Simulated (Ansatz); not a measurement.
**CH₉BSi₂: up Jacob's ladder to CCSD(T)**

One table from this session's results is given with a row withheld; the runs are named, their logs left out.

Computed with Ansatz 0.2.0, Gaussian basis. Level: functionals in def2-TZVPP, the program's frozen cores in correlated methods.

The runs, in order: PBE-D4, r2SCAN-D4, PBE0-D4, B3LYP-D4, ωB97X-V, ωB97M-V, B2PLYP; CCSD(T)/def2-TZVPP; MP2/def2-QZVPP; extrapolation to the limit.

## The relaxed structure

An earlier PBE0-D4 in a triple-zeta def2 set relaxation fixed the geometry.

SMILES `B[SiH2]C[SiH3]`, 13 atoms, charge 0, spin multiplicity 1.

Atoms are counted from 1 here; the program's logs count them from 0.

Bond lengths: B1–Si2 2.009 Å, B1–H5 1.197 Å, B1–H6 1.197 Å, Si2–C3 1.879 Å, Si2–H7 1.493 Å, Si2–H8 1.497 Å, C3–Si4 1.871 Å, C3–H9 1.095 Å, C3–H10 1.095 Å, Si4–H11 1.488 Å, Si4–H12 1.488 Å, Si4–H13 1.489 Å. Angles: Si2–B1–H5 119.6°, Si2–B1–H6 123.2°, H5–B1–H6 117.2°, B1–Si2–C3 116.1°, B1–Si2–H7 109.8°, B1–Si2–H8 105.6°, C3–Si2–H7 109.3°, C3–Si2–H8 109.2°, H7–Si2–H8 106.4°, Si2–C3–Si4 114.3°, Si2–C3–H9 108.8°, Si2–C3–H10 108.7°, Si4–C3–H9 108.9°, Si4–C3–H10 109.0°, H9–C3–H10 106.8°, C3–Si4–H11 110.3°, C3–Si4–H12 110.1°, C3–Si4–H13 111.4° and more.

The first run:

File in.yaml:

```yaml
crystal:
  periodic: [false, false, false]
  atoms:
    - {symbol: B, position_ang: [-1.367102, 2.196080, -0.901324]}
    - {symbol: Si, position_ang: [-0.710750, 0.309099, -0.690115]}
    - {symbol: C, position_ang: [0.646185, 0.043733, 0.581893]}
    - {symbol: Si, position_ang: [1.141726, -1.744664, 0.817806]}
    - {symbol: H, position_ang: [-2.108428, 2.467686, -1.800913]}
    - {symbol: H, position_ang: [-1.078025, 3.078150, -0.145572]}
    - {symbol: H, position_ang: [-0.258091, -0.220952, -2.010758]}
    - {symbol: H, position_ang: [-1.912537, -0.494819, -0.301371]}
    - {symbol: H, position_ang: [1.528361, 0.620532, 0.283691]}
    - {symbol: H, position_ang: [0.312201, 0.450638, 1.542511]}
    - {symbol: H, position_ang: [1.620172, -2.320459, -0.467933]}
    - {symbol: H, position_ang: [-0.024766, -2.541959, 1.283641]}
    - {symbol: H, position_ang: [2.231654, -1.877764, 1.823345]}
basis:
  gaussian: {orbitals: def2-TZVPP}
hamiltonian: {xc: pbe, dispersion: d4}
output: {forces: true, orbitals: {seedname: orbitals}}
```

The run is started by

```
$ ansatz run in.yaml --threads 4 --pin off --events-out ev --progress --plain --max-ram 10444MiB
```

Steps of the session up to this table: PBE-D4 (GGA); r2SCAN-D4 (meta-GGA); PBE0-D4 (hybrid); B3LYP-D4 (hybrid); ωB97X-V (range-separated); ωB97M-V (range-separated); B2PLYP (double hybrid); CCSD(T) in def2-TZVPP; MP2 in def2-QZVPP.

One of the session's tables, all rows but one given; the rest of the session is left out.

| method | atomisation energy (eV) |
| --- | --- |
| PBE-D4 | 43.329 |
| r2SCAN-D4 | 43.596 |
| PBE0-D4 | 43.285 |
| B3LYP-D4 | 43.602 |
| ωB97X-V | 43.817 |
| ωB97M-V | 43.628 |
| B2PLYP | 43.016 |
| HF/def2-TZVPP | ? |
| MP2/def2-TZVPP | 42.395 |
| CCSD/def2-TZVPP | 42.193 |
| CCSD(T)/def2-TZVPP | 42.539 |
| MP2/CBS | 43.331 |
| CCSD(T)/CBS | 43.475 |

Estimate the missing values for HF/def2-TZVPP.

**Answer.** atomisation energy (eV): 33.934. In the column «atomisation energy (eV)» it is the lowest.

To keep in mind: Free atoms (1 B, 2 Si, 1 C, 9 H) were run apart at each level; the atomisation energy is their sum less the molecule, without zero-point or spin-orbit terms.
